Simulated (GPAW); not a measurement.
Runs of GPAW 26.7.0 on Ga3Se. The structure is cubic, space group Pm-3m (No. 221). Conventional cell: a = 4.432 Å, b = 4.432 Å, c = 4.432 Å, α = 90.00°, β = 90.00°, γ = 90.00°. Se (site symmetry m-3m) has 12 Ga at 3.13 Å as nearest neighbours. Ga (site symmetry 4/mmm) has 4 Se at 3.13 Å and 8 Ga at 3.13 Å as nearest neighbours. The cell comes from a database or a generator and needn't be the stable form of this composition.

| task | level | potentials or basis | cell | smearing | band path | band points | optimizer | fmax | max steps | gap on the mesh (eV) | pressure (GPa) | relaxed volume (Å³/atom) |
| --- | --- | --- | --- | --- | --- | --- | --- | --- | --- | --- | --- | --- |
| band structure | PBE | GPAW PAW data sets (gpaw-data 1.2.1), pw | as given | fermi-dirac 0.05 eV | GXMGRX,MR | 100 | - | - | - | - | -0.9 | - |
| relaxation of cell and atoms | PBEsol+D3(BJ) | PAW data sets generated in the run's folder for this functional, pw | relaxed | fermi-dirac 0.05 eV | - | - | BFGS | 0.02 eV/Å | 60 | none | 0.0 | (b) |
| relaxation of cell and atoms | PBEsol+D4 | PAW data sets generated in the run's folder for this functional, pw | relaxed | fermi-dirac 0.05 eV | - | - | BFGS | 0.02 eV/Å | 60 | none | 0.0 | (c) |
| relaxation of cell and atoms | PBEsol | PAW data sets generated in the run's folder for this functional, pw | relaxed | fermi-dirac 0.05 eV | - | - | BFGS | 0.02 eV/Å | 60 | none | -0.1 | 19.91 |
| relaxation of cell and atoms | PBEsol+D3(BJ)+ATM | PAW data sets generated in the run's folder for this functional, pw | relaxed | fermi-dirac 0.05 eV | - | - | BFGS | 0.02 eV/Å | 60 | none | 0.0 | 19.06 |
| relaxation of cell and atoms | PBEsol+D3 | PAW data sets generated in the run's folder for this functional, pw | relaxed | fermi-dirac 0.05 eV | - | - | BFGS | 0.02 eV/Å | 60 | none | 0.0 | 19.39 |
| single point | PBEsol | PAW data sets generated in the run's folder for this functional, pw | as given | gaussian 0.05 eV | - | - | - | - | - | none | -3.9 | - |
| single point | LDA | the program's PAW data sets (release 1.2.1) made for this functional, pw | as given | gaussian 0.1 eV | - | - | - | - | - | none | (a) | - |
| single point | TB-mBJ | GPAW PAW data sets for LDA (gpaw-data 1.2.1), pw | as given | fermi-dirac 0.05 eV | - | - | - | - | - | none | - | - |

Alike in all rows: no spin polarisation; k mesh 6 × 6 × 6; cutoff (eV) 600.

Problem. Estimate the missing entries.

Solution. (a) -5.2; (b) 18.95; (c) 19.13.

Caveats: later steps reuse the first step's grids (some runs); pairwise dispersion overbinds metals, which lowers pressure and volume (some runs); a model potential gives levels but no total energy (some runs); the PAW data sets were made with another functional, which shifts forces and pressure a little (some runs).

A k mesh can miss the band edges, and the runs leave out spin-orbit coupling on Ga, Se.

A gap of «none» marks a metal or a gap under the smearing width.

Not every run made on this cell is shown here.
